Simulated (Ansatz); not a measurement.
# HC16: the cost of one run

Program: Ansatz 0.2.0. Level of theory: DFT PBE, plane waves, PAW, scalar-relativistic, no spin polarisation. These are calculated values, not measurements.

### Step 1. Starting point

The cell holds 17 atoms (C16H): a = 5.049 Å, b = 5.049 Å, c = 5.049 Å, α = 60.00°, β = 60.00°, γ = 60.00°.

Coordinates:

```
C H
1.0
     0.00000    3.57000    3.57000
     3.57000    0.00000    3.57000
     3.57000    3.57000    0.00000
C H
16 1
Direct
  0.00000 0.00000 0.00000
  0.12500 0.12500 0.12500
  0.00000 0.00000 0.50000
  0.12500 0.12500 0.62500
  0.00000 0.50000 0.00000
  0.12500 0.62500 0.12500
  0.00000 0.50000 0.50000
  0.12500 0.62500 0.62500
  0.50000 0.00000 0.00000
  0.62500 0.12500 0.12500
  0.50000 0.00000 0.50000
  0.62500 0.12500 0.62500
  0.50000 0.50000 0.00000
  0.62500 0.62500 0.12500
  0.50000 0.50000 0.50000
  0.62500 0.62500 0.62500
  0.38391 0.36183 0.86910
```

### Step 2. End point A

Contents of input.yaml:

```yaml
crystal:
  lattice:
    - [0.0, 3.57, 3.57]
    - [3.57, 0.0, 3.57]
    - [3.57, 3.57, 0.0]
  atoms:
    - { symbol: C, position: [0.0, 0.0, 0.0] }
    - { symbol: C, position: [0.125, 0.125, 0.125] }
    - { symbol: C, position: [0.0, 0.0, 0.5] }
    - { symbol: C, position: [0.125, 0.125, 0.625] }
    - { symbol: C, position: [0.0, 0.5, 0.0] }
    - { symbol: C, position: [0.125, 0.625, 0.125] }
    - { symbol: C, position: [0.0, 0.5, 0.5] }
    - { symbol: C, position: [0.125, 0.625, 0.625] }
    - { symbol: C, position: [0.5, 0.0, 0.0] }
    - { symbol: C, position: [0.625, 0.125, 0.125] }
    - { symbol: C, position: [0.5, 0.0, 0.5] }
    - { symbol: C, position: [0.625, 0.125, 0.625] }
    - { symbol: C, position: [0.5, 0.5, 0.0] }
    - { symbol: C, position: [0.625, 0.625, 0.125] }
    - { symbol: C, position: [0.5, 0.5, 0.5] }
    - { symbol: C, position: [0.625, 0.625, 0.625] }
    - { symbol: H, position: [0.3839057, 0.3618319, 0.8690977] }
total_charge: 1
basis:
  ecutwfc: 420.0
kpoints:
  mp_grid: { grid: [3, 3, 3] }
hamiltonian:
  xc: pbe
scf:
  occupations: { method: fermi_dirac, width: 0.05 }
  lower_state_search: "off"
relax:
  f_tol: 0.03
  max_steps: 60
  adjacent_minimum: "off"
```

Launch:

```bash
$ ansatz run input.yaml --threads 1 --pin off --max-ram 3072MiB --backend cpu --events-out ev --progress --plain --runs-dir out
```

**Question.** How long does this run take on 1 thread of Intel Xeon 6975P-C (Granite Rapids), shared host, and how much memory does it need?

About 18 s, with a peak of 0.36 GiB.
